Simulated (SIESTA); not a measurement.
Al3Au:

```
CELL_PARAMETERS angstrom
-2.02533 2.02533 4.05660
2.02533 -2.02533 4.05660
2.02533 2.02533 -4.05660
ATOMIC_POSITIONS crystal
Au 0.00000 0.00000 0.00000
Al 0.50000 0.50000 0.00000
Al 0.25000 0.75000 0.50000
Al 0.75000 0.25000 0.50000
```

The cell comes from a database or a generator and needn't be the stable form of this composition.

```yaml
Program: SIESTA 5.4.2
Task: single point
Functional: PBE
Potentials_or_basis: PseudoDojo 0.4 standard (PBE files)
Basis: DZP (energy shift 0.003 Ry; two zetas on semicore shells)
Grid_cutoff: 800 Ry
Energy_shift: 0.003 Ry
k_mesh: 9 × 9 × 9
Occupations: fermi-dirac, width 0.05 eV
Spin: no spin polarisation
```

On this cell: pressure 0.4 GPa; largest force under 0.003 eV/Å; band gap on the k mesh none (metal or under the smearing width).

The same run follows on a disturbed copy (atoms moved at random, drawn with an rms of 0.05 Å):

```
CELL_PARAMETERS angstrom
-2.02533 2.02533 4.05660
2.02533 -2.02533 4.05660
2.02533 2.02533 -4.05660
ATOMIC_POSITIONS crystal
Au 0.00708 0.99517 0.00214
Al 0.50900 0.50760 0.99975
Al 0.25261 0.75989 0.49439
Al 0.73829 0.24193 0.48663
```

Question: What does the disturbed cell give?

Answer: The energy (extrapolated to zero smearing) moves by +5.0 meV/atom; pressure 0.6 GPa; largest force 0.311 eV/Å; band gap on the k mesh none (metal or under the smearing width).

Forces in eV/Å, atoms in the order of the input:
```
Au   0.029 -0.094  0.068
Al  -0.056  0.003 -0.238
Al  -0.068  0.027 -0.119
Al   0.095  0.064  0.289
```

Stress tensor (GPa, compression positive):
```
0.80 0.01 0.03
0.01 0.37 0.03
0.03 0.03 0.56
```

Caveats: short orbitals over semicore shells can move pressures by several GPa; the basis of atomic orbitals isn't converged, which shifts pressures, moduli and gaps.
